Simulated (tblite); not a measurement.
# C4H15AsOSi2: the cost of one run

Programs: tblite 0.8.0 and PySCF 2.14.0, with density-fitted response routines of our own. Each step states its level of theory. These are calculated values for one molecule in the gas phase, unless marked as measured. Atoms are numbered from 0 throughout.

**1. Starting geometry**

23 atoms, charge 0, multiplicity 1; geometry from: force field or distance geometry start.

Bonds of the start (Å): C0–C1 1.50, C1–C2 1.52, C2–C3 1.51, C2–As4 1.94, As4–Si5 2.31, Si5–O6 1.73, O6–Si7 1.71, C0–H8 1.12, C0–H9 1.10, C0–H10 1.12, C1–H11 1.11, C1–H12 1.12, C2–H13 1.12, C3–H14 1.10, C3–H15 1.10, C3–H16 1.12, As4–H17 1.57, Si5–H18 1.48, Si5–H19 1.45, Si7–H20 1.47, Si7–H21 1.48, Si7–H22 1.46.

**2. Geometry optimisation with GFN2-xTB**

Job settings and geometry (Å):

```
{"job": {"kind": "relax", "xc": "GFN2-xTB", "basis": "xTB"}, "charge": 0, "multiplicity": 1}
C     -3.165000     1.042700     0.388600
C     -2.454500     0.109900    -0.542900
C     -1.491200    -0.829800     0.153600
C     -0.859300    -1.689800    -0.912700
As    -0.186700     0.023700     1.306500
Si     1.658100     0.836700     0.185300
O      3.025400     0.577500     1.211100
Si     4.488000     0.486900     0.334900
H     -3.619200     1.837700    -0.253700
H     -2.540500     1.506500     1.159500
H     -4.026900     0.498200     0.842100
H     -2.000000     0.636000    -1.402200
H     -3.251100    -0.541900    -0.976200
H     -2.115100    -1.518400     0.776200
H     -1.617100    -2.019000    -1.644000
H     -0.040300    -1.140100    -1.409900
H     -0.395400    -2.555400    -0.380000
H      0.330800    -1.082900     2.297100
H      1.579400     2.303500    -0.018700
H      1.913800     0.196600    -1.092600
H      5.567400    -0.071100     1.156500
H      4.280800    -0.407100    -0.828800
H      4.913700     1.826700    -0.066900
```

The run is started by

```bash
$ OMP_NUM_THREADS=1 python probes_run.py task.json out
```

The driver reads the jobs from task.json and runs them one after another.

Q: Estimate the wall time and peak memory of this first job on 1 thread of Arm Neoverse N1, shared host.

About 3.8 s, with a peak of 0.19 GiB.
